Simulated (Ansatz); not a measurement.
**GaPHS (doublet): from Hartree-Fock to the top rungs at a displaced geometry (v1), cc-pVDZ**

The task here is to estimate one member of a computed series from the others.

The runs use Ansatz 0.2.0, Gaussian basis; cc-pVDZ, core rule «outside noble gas», up to 24 orbitals frozen.

Plan: UHF; CCSD(T) on ROHF; CCSD(T) on UHF; BCCD(T) on ROHF; CISD; CCSDT(Q) on ROHF; CCSDT(Q) on UHF.

27 further runs of the same task are left out: 6 for a known fault of the program, 9 that didn't finish, 12 set aside as unsound or not needed.

## The geometry

The geometry is a PBE0/def2-TZVP stationary point (not a proven minimum) with its atoms shifted at random (size 0.040 Å). No spin-orbit coupling is included. The filled d shell of Ga may be among the frozen orbitals whatever the setting's name suggests; the logs give the count.

4 atoms, charge 0, spin multiplicity 2.

Atoms are counted from 1 here; the program's logs count them from 0.

Bond lengths: Ga1–P2 2.459 Å, P2–S3 2.053 Å, S3–H4 1.303 Å. Angles: Ga1–P2–S3 89.0°, P2–S3–H4 103.4°.

The first run:

Input file in.yaml:

```yaml
crystal:
  periodic: [false, false, false]
  atoms:
    - {symbol: Ga, position_ang: [-0.010685, -0.187533, 1.269959]}
    - {symbol: P, position_ang: [-0.011518, 1.108184, -0.820108]}
    - {symbol: S, position_ang: [0.036446, -0.654213, -1.871413]}
    - {symbol: H, position_ang: [-0.066331, -0.269761, -3.111929]}
basis:
  gaussian: {orbitals: cc-pVDZ}
magnetization: {spin_polarized: true, initial_magnetization: 1}
hamiltonian: {xc: hf}
output: {orbitals: {seedname: orbitals}}
```

Started as:

```bash
ansatz run in.yaml --threads 1 --pin off --events-out ev --progress --plain --max-ram 2393MiB
```

Steps of the session up to this table: UHF; CCSD(T) on ROHF; CCSD(T) on UHF; BCCD(T) on ROHF; CISD; CCSDT(Q) on ROHF; CCSDT(Q) on UHF.

One of the session's tables, all rows but one given; the rest of the session is left out.

| method | from UCCSDT(Q) (meV) |
| --- | --- |
| ROHF | +8995.5 |
| UHF | +8880.1 |
| RMP2 | +1485.1 |
| UMP2 | +1515.1 |
| RCCSD | ? |
| UCCSD | +358.0 |
| RCCSD(T) | +62.6 |
| UCCSD(T) | +63.9 |
| BCCD(T) | +59.5 |
| RCCSDT | +25.7 |
| UCCSDT | +25.5 |
| RCCSDT(Q) | +1.6 |
| UCCSDT(Q) | 0 |

Q: Estimate the row for RCCSD from the others.

As computed: from UCCSDT(Q) (meV): +361.3. In the column «from UCCSDT(Q) (meV)» it lies between UCCSD (+358.0) and RMP2 (+1485.1).

Not comparable, so not listed: CISD (they don't share determinant, frozen orbitals or solution with the rows shown, or repeat one).

Caveats from the session: Restricted and unrestricted rows rest on different reference determinants; where their highest levels disagree by more than a few hundredths of an eV, they describe different states and don't form one ladder.
